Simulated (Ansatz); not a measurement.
**CH6Cl2InP: how energies converge with the basis set**

The task here is to estimate one member of a computed series from the others.

Program: Ansatz 0.2.0, Gaussian basis. Level of theory: one geometry, several basis sets. These are calculated values, not measurements.

Levels to be run: PBE0-D4/def2-SVP; ωB97M-V/def2-SVP; PBE0-D4/def2-QZVPP; ωB97M-V/def2-QZVPP; the functionals' def2-TZVPP values are taken from earlier runs.

## The relaxed structure

An earlier PBE0-D4 in a triple-zeta def2 set relaxation fixed the geometry. In takes the def2 core potential; no spin-orbit term is included.

SMILES `[CH3][In-]([PH3+])([Cl])[Cl]`, 11 atoms, charge 0, spin multiplicity 1.

Atoms are counted from 1 here; the program's logs count them from 0.

Bond lengths: C1–In2 2.133 Å, C1–H6 1.090 Å, C1–H7 1.090 Å, C1–H8 1.090 Å, In2–P3 2.751 Å, In2–Cl4 2.361 Å, In2–Cl5 2.361 Å, P3–H9 1.410 Å, P3–H10 1.407 Å, P3–H11 1.410 Å. Angles: In2–C1–H6 108.9°, In2–C1–H7 109.7°, In2–C1–H8 109.7°, H6–C1–H7 109.2°, H6–C1–H8 109.2°, H7–C1–H8 110.1°, C1–In2–P3 112.9°, C1–In2–Cl4 121.9°, C1–In2–Cl5 121.9°, P3–In2–Cl4 89.1°, P3–In2–Cl5 89.0°, Cl4–In2–Cl5 110.9°, In2–P3–H9 123.2°, In2–P3–H10 108.5°, In2–P3–H11 123.0°, H9–P3–H10 99.2°, H9–P3–H11 99.0°, H10–P3–H11 99.2°.

As a file:

```
C    -2.0760    0.1470    0.7170
In   -0.5465    0.3325   -0.7577
P     1.9352   -0.4064    0.1726
Cl   -0.3100   -1.2286   -2.5136
Cl    0.3508    2.4301   -1.3671
H    -3.0324    0.4180    0.2699
H    -1.8663    0.8171    1.5501
H    -2.1243   -0.8831    1.0690
H     2.6161    0.2884    1.1936
H     2.8677   -0.2455   -0.8686
H     2.2510   -1.7264    0.5553
```

The first run:

File in.yaml:

```yaml
crystal:
  periodic: [false, false, false]
  atoms:
    - {symbol: C, position_ang: [-2.075963, 0.146952, 0.717033]}
    - {symbol: In, position_ang: [-0.546453, 0.332516, -0.757726]}
    - {symbol: P, position_ang: [1.935161, -0.406366, 0.172577]}
    - {symbol: Cl, position_ang: [-0.310018, -1.228590, -2.513616]}
    - {symbol: Cl, position_ang: [0.350767, 2.430066, -1.367097]}
    - {symbol: H, position_ang: [-3.032372, 0.418029, 0.269923]}
    - {symbol: H, position_ang: [-1.866274, 0.817074, 1.550089]}
    - {symbol: H, position_ang: [-2.124296, -0.883052, 1.069020]}
    - {symbol: H, position_ang: [2.616146, 0.288396, 1.193598]}
    - {symbol: H, position_ang: [2.867660, -0.245484, -0.868617]}
    - {symbol: H, position_ang: [2.251041, -1.726440, 0.555318]}
basis:
  gaussian: {orbitals: def2-SVP}
hamiltonian: {xc: pbe0, dispersion: d4}
output: {orbitals: {seedname: orbitals}}
```

Command:

```sh
$ ansatz run in.yaml --threads 8 --pin off --events-out ev --progress --plain --max-ram 18278MiB
```

Among the steps run: PBE0-D4 in def2-SVP; ωB97M-V in def2-SVP; PBE0-D4 in def2-QZVPP; ωB97M-V in def2-QZVPP.

One table of the session follows, with a row left open; its other results are not shown here.

It belongs to the step «Density functionals: the series». 

| functional | basis | HOMO (eV) |
| --- | --- | --- |
| PBE0-D4 | def2-SVP | -7.75 |
| PBE0-D4 | def2-TZVPP | -7.93 |
| PBE0-D4 | def2-QZVPP | -7.96 |
| ωB97M-V | def2-SVP | -9.90 |
| ωB97M-V | def2-TZVPP | -10.11 |
| ωB97M-V | def2-QZVPP | ? |

**Question.** Estimate the row for ωB97M-V, def2-QZVPP.

**Answer.** HOMO (eV): -10.14. In the column «HOMO (eV)» it is the lowest.
